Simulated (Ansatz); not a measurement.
# CH₅NSe (SMILES NC[SeH]): one structure at several levels

An exercise on one series of results from a longer session: the logs are not shown, and one member is left open.

Method: single points in def2-TZVPP; program: Ansatz 0.2.0, Gaussian basis.

Cores are frozen in the correlated methods. Filled d shells of the heavier atoms are correlated.

## The system as given

SMILES `NC[SeH]`, 8 atoms, charge 0, spin multiplicity 1.

Atoms are counted from 1 here; the program's logs count them from 0.

Bond lengths: N1–C2 1.493 Å, N1–H4 1.020 Å, N1–H5 0.977 Å, C2–Se3 1.975 Å, C2–H6 1.139 Å, C2–H7 1.148 Å, Se3–H8 1.572 Å. Angles: C2–N1–H4 107.5°, C2–N1–H5 109.2°, H4–N1–H5 113.1°, N1–C2–Se3 108.7°, N1–C2–H6 106.8°, N1–C2–H7 113.6°, Se3–C2–H6 113.3°, Se3–C2–H7 105.6°, H6–C2–H7 109.0°, C2–Se3–H8 94.3°.

As a file:

```xyz
8
charge 0, multiplicity 1
N    -0.7297    0.3045   -0.6438
C     0.4248    0.3085    0.3021
Se    0.9603   -1.5590    0.6558
H    -0.3637    0.0999   -1.5737
H    -1.1887    1.1655   -0.5941
H     0.0828    0.8642    1.2358
H     1.3611    0.8236   -0.1176
H    -0.5083   -2.0553    0.9141
```

The first run:

Input file run/in.yaml:

```yaml
crystal:
  periodic: [false, false, false]
  atoms:
    - {symbol: N, position_ang: [-0.729700, 0.304500, -0.643800]}
    - {symbol: C, position_ang: [0.424800, 0.308500, 0.302100]}
    - {symbol: Se, position_ang: [0.960300, -1.559000, 0.655800]}
    - {symbol: H, position_ang: [-0.363700, 0.099900, -1.573700]}
    - {symbol: H, position_ang: [-1.188700, 1.165500, -0.594100]}
    - {symbol: H, position_ang: [0.082800, 0.864200, 1.235800]}
    - {symbol: H, position_ang: [1.361100, 0.823600, -0.117600]}
    - {symbol: H, position_ang: [-0.508300, -2.055300, 0.914100]}
basis:
  gaussian: {orbitals: def2-TZVPP}
correlation: {method: ccsd_t}
output: {forces: true}
```

No record of the launch command was kept for these runs.

Steps of the session up to this table: CCSD(T)/def2-TZVPP; PBE0-D4/def2-TZVPP; wB97M-V/def2-TZVPP; r2SCAN-D4/def2-TZVPP; PBE-D4/def2-TZVPP; r2SCAN0-D4/def2-TZVPP; CAM-B3LYP-D4/def2-TZVPP.

One of the session's tables, all rows but one given; the rest of the session is left out.

| method | RMS force component (eV/Å) | angle to CCSD(T) forces (°) | dipole (D) |
| --- | --- | --- | --- |
| CCSD(T) | 0.972 | reference | 2.12 |
| PBE0-D4 | 0.996 | 7.3 | 2.21 |
| wB97M-V | 0.991 | 4.2 | 2.15 |
| r2SCAN-D4 | ? | ? | ? |
| PBE-D4 | 0.935 | 12.0 | 2.17 |
| r2SCAN0-D4 | 1.028 | 8.5 | 2.26 |
| CAM-B3LYP-D4 | 1.001 | 6.4 | 2.18 |

**Question.** Estimate the row for r2SCAN-D4.

As computed: RMS force component (eV/Å): 0.968; angle to CCSD(T) forces (°): 5.0; dipole (D): 2.25. In the column «RMS force component (eV/Å)» it lies between PBE-D4 (0.935) and CCSD(T) (0.972).
